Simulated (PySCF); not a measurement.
# C6H8N4: the cost of one run

Computed with PySCF 2.14.0 and routines of our own; the level stands in each step. Atoms count from 0.

### 1 The starting structure

18 atoms, charge 0, multiplicity 1; geometry from: GFN2-xTB.

### 2 Magnetic properties: GIAO B97-2/pcSseg-1

What the job is given:

```
{"job": {"kind": "mag", "xc": "B97-2", "basis": "pcSseg-1", "isotopologues": 0}, "charge": 0, "multiplicity": 1}
C      2.372713    -0.123049    -0.530735
C      1.495249    -0.558723     0.639594
N      0.303701     0.241239     0.719304
N      0.274662     1.357706     1.450349
N     -0.860278     1.911353     1.331179
C     -1.631721     1.164342     0.499866
C     -2.950558     1.481158     0.142068
N     -4.028744     1.702938    -0.178081
C     -0.879720     0.066314     0.088710
C     -1.215083    -1.072713    -0.792811
H      1.852383    -0.247929    -1.477564
H      3.279623    -0.720430    -0.551505
H      2.644965     0.923585    -0.419229
H      2.034540    -0.417569     1.578765
H      1.208906    -1.609007     0.540173
H     -0.552221    -1.103310    -1.657540
H     -1.116408    -2.016333    -0.254608
H     -2.240768    -0.973256    -1.139592
```

Level: GIAO B97-2/pcSseg-1 magnetisability, rotational g tensor and spin-rotation constants, non-relativistic, gas phase.

The run is started by

```sh
$ OMP_NUM_THREADS=1 python excited_run.py task.json out
```

One launch serves the whole session: the jobs run in the order shown.

Q: Estimate the wall time and peak memory of this first job on 1 thread of Arm Neoverse V2, shared host.

About 36 s, with a peak of 1 GiB.
